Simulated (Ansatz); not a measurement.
# C3H6GeO: two geometries relaxed

Are the two ends of the shift of H11 from C4 to C2 separate minima, and which lies lower? Each is relaxed from a guess. SMILES of the start: C=[C]([GeH3])C=O.

Program: Ansatz 0.2.0. Level of theory: RKS PBE-D4/def2-SVP. These are calculated values, not measurements.

## 1. The starting structure

Bond lengths: C1–C2 1.290 Å, C2–Ge3 1.901 Å, C2–C4 1.435 Å, C4–O5 1.273 Å, C1–H6 1.156 Å, C1–H7 1.085 Å, Ge3–H8 1.511 Å, Ge3–H9 1.611 Å, Ge3–H10 1.566 Å, C4–H11 1.116 Å. Angles (14 of 15 angles, heavy atoms first): C1–C2–Ge3 117.5°, C1–C2–C4 123.1°, Ge3–C2–C4 119.1°, C2–C4–O5 123.6°, C2–C1–H6 120.2°, C2–C1–H7 125.6°, C2–Ge3–H8 112.2°, C2–Ge3–H9 110.4°, C2–Ge3–H10 110.3°, C2–C4–H11 119.6°, O5–C4–H11 115.9°, H6–C1–H7 114.2°, H8–Ge3–H9 109.2°, H8–Ge3–H10 107.8°.

As a file:

```xyz
11

C    -0.3376    1.4702    0.1962
C    -0.2425    0.2357   -0.1659
Ge    0.8973   -0.8926    0.8544
C    -0.8405   -0.2782   -1.3644
O    -0.7559   -1.4954   -1.7284
H    -1.0198    2.1979   -0.3889
H     0.1527    1.9149    1.0553
H     0.3915   -2.3149    0.9083
H     1.0521   -0.3268    2.3548
H     2.3344   -0.9191    0.2319
H    -1.5663    0.3514   -1.9326
```

## 2. Relaxing end A

Input file input.yaml:

```yaml
crystal:
  periodic: [false, false, false]
  atoms:
    - { symbol: C, position_ang: [-0.3376, 1.4702, 0.1962] }
    - { symbol: C, position_ang: [-0.2425, 0.2357, -0.1659] }
    - { symbol: Ge, position_ang: [0.8973, -0.8926, 0.8544] }
    - { symbol: C, position_ang: [-0.8405, -0.2782, -1.3644] }
    - { symbol: O, position_ang: [-0.7559, -1.4954, -1.7284] }
    - { symbol: H, position_ang: [-1.0198, 2.1979, -0.3889] }
    - { symbol: H, position_ang: [0.1527, 1.9149, 1.0553] }
    - { symbol: H, position_ang: [0.3915, -2.3149, 0.9083] }
    - { symbol: H, position_ang: [1.0521, -0.3268, 2.3548] }
    - { symbol: H, position_ang: [2.3344, -0.9191, 0.2319] }
    - { symbol: H, position_ang: [-1.5663, 0.3514, -1.9326] }
basis:
  gaussian: { orbitals: def2-SVP }
hamiltonian:
  xc: pbe
  dispersion: d4
relax:
  f_tol: 0.02
  max_steps: 50
```

Run with:

```
$ ansatz run input.yaml --threads 2 --pin off --max-ram 3072MiB --backend cpu --events-out ev --progress --plain --runs-dir out
```

What it wrote, cut to the lines that bear on the results:

```text
Warning: RAYON_NUM_THREADS=2 ignored (pool sized by the plan → 2); use --threads N
[...]
Functional definition: PBE
[...]
1316 factors; their error is unknown
[...]
mean field -61746.32743316 eV, -2269.1356800048 hartree, gradient 5.7e-5 eV, S^2 0.000000; 0 other end points of the search recorded, 0 dependent functions left out
[...]
reference -61746.32746837 eV, -2269.1356812985 hartree; 32, 32 occupied and 86, 86 virtual orbitals, 1316 factors
relax step   1: F+E_penalty+E_count = -61746.56896899 eV  Δ(F+E_penalty+E_count) = +0.000e0 eV  max|allowed force component| = 4.900e0 eV/Å  Δτ_max = 0.0000 Å  (29 SCF iters, accepted)
[...]
relax step   3: F+E_penalty+E_count = -61747.02847546 eV  Δ(F+E_penalty+E_count) = -3.762e-1 eV  max|allowed force component| = 1.472e0 eV/Å  Δτ_max = 0.1934 Å  (37 SCF iters, accepted)
[...]
relax step   5: F+E_penalty+E_count = -61747.07154078 eV  Δ(F+E_penalty+E_count) = -1.705e-2 eV  max|allowed force component| = 7.729e-1 eV/Å  Δτ_max = 0.0410 Å  (31 SCF iters, accepted)
[...]
relax step   7: F+E_penalty+E_count = -61747.08467651 eV  Δ(F+E_penalty+E_count) = +4.411e-3 eV  max|allowed force component| = 1.925e-1 eV/Å  Δτ_max = 0.1300 Å  (30 SCF iters, rejected (line search))
[...]
relax step   9: F+E_penalty+E_count = -61747.09304559 eV  Δ(F+E_penalty+E_count) = -8.213e-4 eV  max|allowed force component| = 6.970e-2 eV/Å  Δτ_max = 0.0956 Å  (30 SCF iters, accepted)
[...]
relax step  11: F+E_penalty+E_count = -61747.09369025 eV  Δ(F+E_penalty+E_count) = -6.447e-4 eV  max|allowed force component| = 1.237e-2 eV/Å  Δτ_max = 0.0067 Å  (32 SCF iters, accepted)
1316 factors; their error is unknown
[...]
mean field -61746.85561527 eV, -2269.1550903393 hartree, gradient 2.3e-5 eV, S^2 0.000000; 1 other end points of the search recorded, 0 dependent functions left out
[...]
reference -61746.85565047 eV, -2269.1550916327 hartree; 32, 32 occupied and 86, 86 virtual orbitals, 1316 factors
Total energy: -61747.09372545 eV, -2269.1638407268 hartree
Atom 0 at    -0.517573     1.517765     0.248361 Å, force     0.004521    -0.003517     0.004156 eV/Å
Atom 1 at    -0.197778     0.261019    -0.137737 Å, force    -0.005049     0.003670    -0.008316 eV/Å
Atom 2 at     0.967772    -0.962072     0.874729 Å, force     0.006850    -0.007209     0.004371 eV/Å
Atom 3 at    -0.745971    -0.267478    -1.408830 Å, force    -0.001771     0.008702     0.012374 eV/Å
Atom 4 at    -0.512051    -1.387524    -1.835054 Å, force     0.000826    -0.005651    -0.004823 eV/Å
Atom 5 at    -1.180040     2.149565    -0.373308 Å, force    -0.000814    -0.002788    -0.001812 eV/Å
Atom 6 at    -0.141684     1.965830     1.182533 Å, force    -0.000766    -0.000538    -0.002854 eV/Å
Atom 7 at     0.183837    -2.235217     1.273676 Å, force     0.007691     0.009889    -0.002734 eV/Å
Atom 8 at     1.421653    -0.201474     2.150143 Å, force    -0.002659    -0.006556    -0.009035 eV/Å
Atom 9 at     2.202389    -1.346228     0.024485 Å, force    -0.010569     0.003498     0.009587 eV/Å
Atom 10 at    -1.415153     0.448915    -1.978299 Å, force     0.001739     0.000502    -0.000914 eV/Å
Dipole moment:    -0.073760     0.514101     0.250270 e Å
```

Wall time 19 s (2 threads of Intel Xeon Platinum 8488C (Sapphire Rapids), shared host); peak memory 0.18 GiB.

Relaxation path:

| step | energy from step 1 (eV) | largest force component (eV/Å) |
| --- | --- | --- |
| 1 | 0.0000 | 4.9005 |
| 2 | -0.0833 | 3.4793 |
| 3 | -0.4595 | 1.4717 |
| 4 | -0.4855 | 1.2190 |
| 5 | -0.5026 | 0.7729 |
| 6 | -0.5201 | 0.0713 |
| 7x | -0.5157 | 0.1925 |
| 8 | -0.5233 | 0.0188 |
| 9 | -0.5241 | 0.0697 |
| 10x | -0.5193 | 0.3711 |
| 11 | -0.5247 | 0.0124 |

Step 1 is the start. 2 steps were tried and not accepted (marked x).

After: Bond lengths: C1–C2 1.353 Å, C2–Ge3 1.970 Å, C2–C4 1.482 Å, C4–O5 1.221 Å, C1–H6 1.107 Å, C1–H7 1.102 Å, Ge3–H8 1.547 Å, Ge3–H9 1.553 Å, Ge3–H10 1.548 Å, C4–H11 1.134 Å. Angles (14 of 15 angles, heavy atoms first): C1–C2–Ge3 124.7°, C1–C2–C4 119.3°, Ge3–C2–C4 116.0°, C2–C4–O5 123.8°, C2–C1–H6 120.8°, C2–C1–H7 122.6°, C2–Ge3–H8 110.1°, C2–Ge3–H9 106.9°, C2–Ge3–H10 110.1°, C2–C4–H11 115.1°, O5–C4–H11 121.2°, H6–C1–H7 116.6°, H8–Ge3–H9 109.8°, H8–Ge3–H10 110.0°.

## 3. End point B

The second end starts from a geometry with the move made by hand.

Changes to input.yaml since step 2:

```diff
@@ -13,3 +13,3 @@
     - { symbol: H, position_ang: [2.3344, -0.9191, 0.2319] }
-    - { symbol: H, position_ang: [-1.5663, 0.3514, -1.9326] }
+    - { symbol: H, position_ang: [-1.31425, 0.21857, -0.36376] }
 basis:
```

Run with:

```
$ ansatz run input.yaml --threads 2 --pin off --max-ram 3072MiB --backend cpu --events-out ev --progress --plain --runs-dir out
```

What it wrote, cut to the lines that bear on the results:

```text
Warning: RAYON_NUM_THREADS=2 ignored (pool sized by the plan → 2); use --threads N
[...]
Functional definition: PBE
[...]
1316 factors; their error is unknown
[...]
mean field -61740.86213965 eV, -2268.9348341728 hartree, gradient 7.5e-6 eV, S^2 0.000000; 1 other end points of the search recorded, 0 dependent functions left out
[...]
reference -61740.86217429 eV, -2268.9348354457 hartree; 32, 32 occupied and 86, 86 virtual orbitals, 1316 factors
relax step   1: F+E_penalty+E_count = -61741.09833298 eV  Δ(F+E_penalty+E_count) = +0.000e0 eV  max|allowed force component| = 7.943e0 eV/Å  Δτ_max = 0.0000 Å  (112 SCF iters, accepted)
[...]
relax step   5: F+E_penalty+E_count = -61746.13730657 eV  Δ(F+E_penalty+E_count) = -7.186e-1 eV  max|allowed force component| = 1.368e0 eV/Å  Δτ_max = 0.1937 Å  (31 SCF iters, accepted)
[...]
Atom 1 at    -0.192135     0.243562     0.023472 Å, force     0.000563    -0.005770     0.000346 eV/Å
Atom 2 at     1.097725    -0.945177     0.919219 Å, force     0.003467    -0.004057     0.000475 eV/Å
Atom 3 at    -0.885849    -0.321178    -1.157461 Å, force    -0.007638     0.016358    -0.001468 eV/Å
Atom 4 at    -0.698115    -1.451085    -1.580436 Å, force     0.004698    -0.003717     0.000982 eV/Å
Atom 5 at    -1.212921     2.118395    -0.140551 Å, force     0.003674    -0.000873     0.004360 eV/Å
Atom 6 at     0.007604     1.983109     1.283330 Å, force    -0.002613     0.000109    -0.004053 eV/Å
Atom 7 at     0.381649    -2.216297     1.433600 Å, force     0.003512     0.005516     0.000720 eV/Å
Atom 8 at     1.687356    -0.150475     2.115228 Å, force     0.000254    -0.004678    -0.001876 eV/Å
Atom 9 at     2.229522    -1.337078    -0.060084 Å, force    -0.004818     0.002253     0.004600 eV/Å
Atom 10 at    -1.623235     0.378359    -1.660014 Å, force    -0.000075    -0.004051    -0.001094 eV/Å
Dipole moment:    -0.046216     0.520001     0.245022 e Å
```

It took 30 s on 2 threads of Intel Xeon Platinum 8488C (Sapphire Rapids), shared host; peak memory 0.18 GiB.

The steps of the relaxation:

| step | energy from step 1 (eV) | largest force component (eV/Å) |
| --- | --- | --- |
| 1 | 0.0000 | 7.9431 |
| 2 | -1.6571 | 4.6920 |
| 3 | -3.0972 | 2.8108 |
| 4 | -4.3204 | 2.3219 |
| 5 | -5.0390 | 1.3685 |
| 6 | -5.3756 | 1.2268 |
| 7 | -5.6515 | 0.9692 |
| 8 | -5.7897 | 0.5184 |
| 9 | -5.8672 | 0.3304 |
| 10 | -5.9256 | 0.3558 |
| 11 | -5.9539 | 0.5130 |
| 12 | -5.9769 | 0.3768 |
| 13 | -5.9847 | 0.4766 |
| 14 | -5.9909 | 0.1702 |
| 15 | -5.9947 | 0.0219 |
| 16 | -5.9952 | 0.0107 |
| 17 | -5.9954 | 0.0164 |

Step 1 is the start.

After: Bond lengths: C1–C2 1.353 Å, C2–Ge3 1.970 Å, C2–C4 1.481 Å, C4–O5 1.221 Å, C1–H6 1.107 Å, C1–H7 1.102 Å, Ge3–H8 1.547 Å, Ge3–H9 1.552 Å, Ge3–H10 1.547 Å, C4–H11 1.134 Å. Angles (14 of 15 angles, heavy atoms first): C1–C2–Ge3 124.7°, C1–C2–C4 119.2°, Ge3–C2–C4 116.0°, C2–C4–O5 123.8°, C2–C1–H6 120.7°, C2–C1–H7 122.6°, C2–Ge3–H8 110.1°, C2–Ge3–H9 106.9°, C2–Ge3–H10 110.1°, C2–C4–H11 115.0°, O5–C4–H11 121.2°, H6–C1–H7 116.7°, H8–Ge3–H9 109.9°, H8–Ge3–H10 109.9°.

Pairs that crossed the distance rule for bonds on the way: moved apart C2–H11.

## 4. Results

| quantity | value |
| --- | --- |
| end A | 8 moves, 0.525 eV lower |
| end B | 16 moves, 5.995 eV lower |
| largest difference between the ends | 0.01 Å |
| end B relative to end A | -0.000 eV |

The two relaxations end at one structure, within 0.01 Å: no second minimum was found from this start, which doesn't rule one out.
